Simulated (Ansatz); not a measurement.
# Two structures of Ge: comparison of enthalpies under pressure in Python

At what pressure does Ge change structure? Wanted for two structures of Ge: a comparison of enthalpies under pressure.

Computed with the Python package of Ansatz 0.2.0. Level of theory: DFT r2SCAN, plane waves, PAW.

## 1. The structure

Ge Pm-3m: The structure is cubic, space group Pm-3m (No. 221). Conventional cell: a = 2.680 Å, b = 2.680 Å, c = 2.680 Å, α = 90.00°, β = 90.00°, γ = 90.00°. Around Ge (site symmetry m-3m) lie 6 Ge at 2.68 Å.

Ge Fd-3m: It takes space group Fd-3m (No. 227, cubic). The conventional cell has a = 5.660 Å, b = 5.660 Å, c = 5.660 Å, α = 90.00°, β = 90.00°, γ = 90.00°. Around Ge (site symmetry -43m) lie 4 Ge at 2.45 Å.

The script holds or builds the structure itself.

## 2. The code

The input, transition_ge.py:

```python
"""Pressure at which two phases of Ge cross."""

import warnings

import ansatz
import numpy as np
from tabulate import tabulate


def sc(first, a):
    return (
        ansatz.Lattice.cubic(a)
        .space_group(221)
        .atom(first, (0, 0, 0))
    )


def diamond(a_site, a):
    return ansatz.Crystal.diamond(a_site, a=a)


def ground_state(name, crystal, pressure=0.0):
    calc = crystal.calculation()
    calc = calc.functional("r2scan")
    calc = calc.basis(600)
    calc = calc.kpoints(spacing=0.33)
    calc = calc.occupations("cold", width=0.05)
    calc = calc.relax(force_tolerance=0.01, max_steps=40, cell=True, pressure=pressure)
    return calc.run(threads=1)


def volume_per_atom(outcome):
    return abs(np.linalg.det(outcome.lattice.cell_ang)) / len(outcome.lattice.sites)

warnings.simplefilter("ignore", ansatz.DeckWarning)

phases = {}
phases["sc"] = sc("Ge", 2.68)
phases["diamond"] = diamond("Ge", 5.66)

# enthalpy per atom at each pressure
pressures = [0, 20, 40, 60]
enthalpy, volume = {name: [] for name in phases}, {name: [] for name in phases}
for p in pressures:
    for name, crystal in phases.items():
        o = ground_state(name, crystal, pressure=p)
        volume[name].append(volume_per_atom(o))
        enthalpy[name].append(o.report["energy_sigma0_ev"] / len(o.lattice.sites) + p * volume[name][-1] / 160.21766)
gap = np.array(enthalpy["diamond"]) - np.array(enthalpy["sc"])
rows = [(p, va, vb, 1000 * d) for p, va, vb, d in zip(pressures, volume["sc"], volume["diamond"], gap)]
print(tabulate(rows, headers=["P (GPa)", "V sc (A^3/atom)", "V diamond (A^3/atom)", "H(diamond) - H(sc) (meV/atom)"], floatfmt=".4f", tablefmt="psql"))
crossings = [p0 - g0 * (p1 - p0) / (g1 - g0) for p0, p1, g0, g1 in zip(pressures, pressures[1:], gap, gap[1:]) if g0 * g1 < 0]
print("crossing near", [round(float(p), 1) for p in crossings], "GPa") if crossings else print("no crossing in this range")
```

## 3. What the engine is handed

The package turns the script's settings into the engine's input (first run):

```yaml
crystal:
  lattice:
    bravais: cubic
    a: 2.68
  space_group: 221
  atoms:
    - { symbol: Ge, position: [0.0, 0.0, 0.0] }
basis:
  ecutwfc: 600.0
kpoints:
  mp_grid:
    kspacing: 0.33
hamiltonian:
  xc: r2scan
scf:
  occupations:
    method: cold
    width: 0.05
relax:
  f_tol: 0.01
  max_steps: 40
  cell:
    p_target: 0.0
```

## 4. The run

Launch:

```sh
$ python transition_ge.py
```

What it wrote:

```text
+-----------+-------------------+------------------------+---------------------------------+
|   P (GPa) |   V sc (A^3/atom) |   V diamond (A^3/atom) |   H(diamond) - H(sc) (meV/atom) |
|-----------+-------------------+------------------------+---------------------------------|
|         0 |           19.5517 |                22.8073 |                       -392.6355 |
|        20 |           16.3912 |                19.0254 |                        -27.6946 |
|        40 |           14.6569 |                17.1261 |                        285.6857 |
|        60 |           13.6220 |                15.8616 |                        579.0041 |
+-----------+-------------------+------------------------+---------------------------------+
crossing near [21.8] GPa
```

Run time: 87 s. Hardware: 1 thread of Arm Neoverse V1, shared host; peak memory 0.6 GiB.

## 5. The runs side by side

The 8 runs, in the order started:

| run | system | space group at the end | pressure asked (GPa) | energy from run 2 (meV/atom) | final volume (Å³/atom) | pressure (GPa) | SCF cycles in all | CPU time (s) |
| --- | --- | --- | --- | --- | --- | --- | --- | --- |
| 1 | Ge (1 atom) | Pm-3m | 0 | 392.64 | 19.55 | 0.00 | 19 | 6.5 |
| 2 | Ge (2 atoms) | Fd-3m | 0 | 0.00 | 22.81 | 0.00 | 19 | 11 |
| 3 | Ge (1 atom) | Pm-3m | 20 | 555.88 | 16.39 | 20.01 | 25 | 7.2 |
| 4 | Ge (2 atoms) | Fd-3m | 20 | 199.37 | 19.03 | 19.99 | 27 | 12 |
| 5 | Ge (1 atom) | Pm-3m | 40 | 876.09 | 14.66 | 40.02 | 34 | 9.3 |
| 6 | Ge (2 atoms) | Fd-3m | 40 | 545.30 | 17.13 | 39.99 | 33 | 14 |
| 7 | Ge (1 atom) | Pm-3m | 60 | 1195.27 | 13.62 | 60.02 | 36 | 9.6 |
| 8 | Ge (2 atoms) | Fd-3m | 60 | 935.56 | 15.86 | 60.02 | 42 | 16 |

Energies are extrapolated to zero smearing width, as in the script. 

Enthalpy H = E + pV of the second structure less the first:

| pressure (GPa) | ΔH (meV/atom) |
| --- | --- |
| 0 | -392.6 |
| 20 | -27.7 |
| 40 | 285.7 |
| 60 | 579.0 |

## 6. The relaxation of run 6, step by step

The steps of the relaxation:

| step | energy from step 1 (eV/cell) | largest force component (eV/Å) | pressure (GPa) | volume (Å³) |
| --- | --- | --- | --- | --- |
| 1 | 0.0000 | 0.0000 | 0.46 | 45.33 |
| 2 | 0.2885 | 0.0000 | 16.27 | 39.02 |
| 3 | 1.3402 | 0.0000 | 46.59 | 33.32 |
| 4 | 1.0497 | 0.0000 | 38.93 | 34.41 |
| 5 | 1.0893 | 0.0000 | 39.99 | 34.25 |
| 6 | 1.0902 | 0.0000 | 39.99 | 34.25 |

Step 1 is the start.

Lengths and angles in the start's conventional setting:

«Before» is this run's own start, a guessed cell, not the cell at zero pressure.

|  | before | after | change |
| --- | --- | --- | --- |
| a (Å) | 5.660 | 5.155 | -8.9 % |
| b (Å) | 5.660 | 5.155 | -8.9 % |
| c (Å) | 5.660 | 5.155 | -8.9 % |
| volume (Å³/atom) | 22.67 | 17.13 | -24.4 % |
| shortest distance (Å) | 2.451 | 2.232 | -8.9 % |
| space group (0.01 Å) | Fd-3m | Fd-3m | same |

Forces and stress were held to the start's 48 operations: a distortion of lower symmetry was not tested.

Under a set pressure the enthalpy E + pV is minimised, so E itself may rise.

## 7. How the relaxation of run 7 went

The steps of the relaxation:

```
step  energy from step 1 (eV/cell)  largest force component (eV/Å)  pressure (GPa)  volume (Å³)
   1                        0.0000                          0.0000            0.87        19.25
   2                        0.1409                          0.0000           18.29        16.57
   3                        0.6226                          0.0000           48.92        14.15
   4                        0.8711                          0.0000           64.24        13.44
   5                        0.8033                          0.0000           60.12        13.62
   6                        0.8014                          0.0000           60.00        13.62
   7                        0.8022                          0.0000           60.02        13.62
```

Step 1 is the start.

«Before» is this run's own start, a guessed cell, not the cell at zero pressure.

|  | before | after | change |
| --- | --- | --- | --- |
| a (Å) | 2.680 | 2.388 | -10.9 % |
| b (Å) | 2.680 | 2.388 | -10.9 % |
| c (Å) | 2.680 | 2.388 | -10.9 % |
| volume (Å³/atom) | 19.25 | 13.62 | -29.2 % |
| shortest distance (Å) | 2.680 | 2.388 | -10.9 % |
| space group (0.01 Å) | Pm-3m | Pm-3m | same |

The run keeps the 48 symmetry operations of the start, so it could not have lowered the symmetry.

Under a set pressure the enthalpy E + pV is minimised, so E itself may rise.

## 8. Results

| quantity | value |
| --- | --- |
| runs compared | 8 |
| crossing of the enthalpies | near 22 GPa |

The order turns near 22 GPa, to Pm-3m, the denser one there. Temperature and kinetics are left out, and mesh and smearing can move the crossing. In run 6, over 4 moves the cell shrank by 24.4 % in volume under the 40 GPa asked, and the space group stayed Fd-3m. In run 7, the volume shrank by 29.2 % over 5 moves under the 60 GPa asked, and the space group stayed Pm-3m. Caveats:
- Absolute energies stand on the zero of these potentials, so only differences at equal settings mean something.
- At a fixed pressure a relaxation lowers the enthalpy F + PV, while F alone can rise.
- For the metals among these phases the mesh is modest: their energies are good to some meV an atom at best.
- Only these two structures are compared, at zero temperature and with their symmetry kept; either may be hypothetical, and another phase may be lower than both. Differences under a few tens of meV an atom lie within the error of mesh and functional.
- The cells are prototypes set up for this calculation and needn't exist.
